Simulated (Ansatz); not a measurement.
# H₆O₇SiTi: basis-set convergence

How large a basis does H₆O₇SiTi need? Two functionals are run in growing sets.

Program: Ansatz 0.2.0, Gaussian basis. Level of theory: one geometry, several basis sets. These are calculated values, not measurements.

Levels to be run: PBE0-D4/def2-SVP; ωB97M-V/def2-SVP; PBE0-D4/def2-QZVPP; ωB97M-V/def2-QZVPP; the functionals' def2-TZVPP values are taken from earlier runs.

**1. The geometry**

The geometry comes from an earlier relaxation with PBE0-D4 in a triple-zeta def2 set; it is a stationary point, not always the lowest conformer.

15 atoms, charge 0, spin multiplicity 1.

Atoms are counted from 1 here; the program's logs count them from 0.

Bond lengths: O1–Si2 1.630 Å, O1–H10 0.958 Å, Si2–O3 1.635 Å, Si2–O4 1.624 Å, Si2–O5 1.636 Å, O3–H11 0.958 Å, O4–H12 0.967 Å, O5–Ti6 1.793 Å, Ti6–O7 1.790 Å, Ti6–O8 1.825 Å, Ti6–O9 1.792 Å, O7–H13 0.957 Å, O8–H14 0.959 Å, O9–H15 0.958 Å. Angles: Si2–O1–H10 116.1°, O1–Si2–O3 111.0°, O1–Si2–O4 105.8°, O1–Si2–O5 111.3°, O3–Si2–O4 113.3°, O3–Si2–O5 105.2°, O4–Si2–O5 110.2°, Si2–O3–H11 116.3°, Si2–O4–H12 114.7°, Si2–O5–Ti6 136.8°, O5–Ti6–O7 110.2°, O5–Ti6–O8 103.1°, O5–Ti6–O9 112.4°, O7–Ti6–O8 110.9°, O7–Ti6–O9 109.9°, O8–Ti6–O9 110.2°, Ti6–O7–H13 134.2°, Ti6–O8–H14 127.3° and more.

Geometry (Å):

| atom | x (Å) | y (Å) | z (Å) |
| --- | --- | --- | --- |
| O1 | 2.7905 | 0.0634 | -0.8542 |
| Si2 | 1.3180 | -0.6300 | -0.7618 |
| O3 | 0.9480 | -1.4103 | -2.1507 |
| O4 | 1.3721 | -1.6101 | 0.5324 |
| O5 | 0.1419 | 0.4922 | -0.5735 |
| Ti6 | -1.2085 | 0.7898 | 0.5675 |
| O7 | -0.8730 | 2.2415 | 1.5592 |
| O8 | -1.2174 | -0.7150 | 1.6004 |
| O9 | -2.7816 | 0.9754 | -0.2702 |
| H10 | 3.0266 | 0.4381 | -1.7034 |
| H11 | 1.3706 | -2.2593 | -2.2868 |
| H12 | 0.5695 | -1.6136 | 1.0709 |
| H13 | -0.0847 | 2.7484 | 1.7550 |
| H14 | -1.9751 | -1.2515 | 1.8393 |
| H15 | -3.4189 | 1.6902 | -0.2947 |

**2. PBE0-D4 in def2-SVP**

in.yaml

```yaml
crystal:
  periodic: [false, false, false]
  atoms:
    - {symbol: O, position_ang: [2.790510, 0.063373, -0.854158]}
    - {symbol: Si, position_ang: [1.317968, -0.629983, -0.761797]}
    - {symbol: O, position_ang: [0.948038, -1.410344, -2.150684]}
    - {symbol: O, position_ang: [1.372142, -1.610080, 0.532356]}
    - {symbol: O, position_ang: [0.141935, 0.492173, -0.573491]}
    - {symbol: Ti, position_ang: [-1.208527, 0.789796, 0.567529]}
    - {symbol: O, position_ang: [-0.872986, 2.241509, 1.559202]}
    - {symbol: O, position_ang: [-1.217363, -0.715003, 1.600362]}
    - {symbol: O, position_ang: [-2.781614, 0.975395, -0.270156]}
    - {symbol: H, position_ang: [3.026589, 0.438117, -1.703425]}
    - {symbol: H, position_ang: [1.370555, -2.259325, -2.286827]}
    - {symbol: H, position_ang: [0.569483, -1.613561, 1.070930]}
    - {symbol: H, position_ang: [-0.084662, 2.748409, 1.754977]}
    - {symbol: H, position_ang: [-1.975089, -1.251453, 1.839293]}
    - {symbol: H, position_ang: [-3.418878, 1.690176, -0.294709]}
basis:
  gaussian: {orbitals: def2-SVP}
hamiltonian: {xc: pbe0, dispersion: d4}
output: {orbitals: {seedname: orbitals}}
```

Run with:

```
ansatz run in.yaml --threads 4 --pin off --events-out ev --progress --plain --max-ram 41984MiB --backend cpu
```

The runs that follow: ωB97M-V in def2-SVP; PBE0-D4 in def2-QZVPP; ωB97M-V in def2-QZVPP.

Q: Predict the results of all the runs planned. Wanted: PBE0-D4: double and triple zeta above quadruple; ωB97M-V: double and triple zeta above quadruple.

**Answer**, as computed:

| quantity | value |
| --- | --- |
| PBE0-D4: double and triple zeta above quadruple | 26.01, 1.57 eV |
| ωB97M-V: double and triple zeta above quadruple | 26.24, 1.47 eV |

For PBE0-D4 the step from double to triple zeta gains 24.44 eV and the next only 1.57 eV. Total energies overstate the basis error of differences, where much of it tends to cancel.
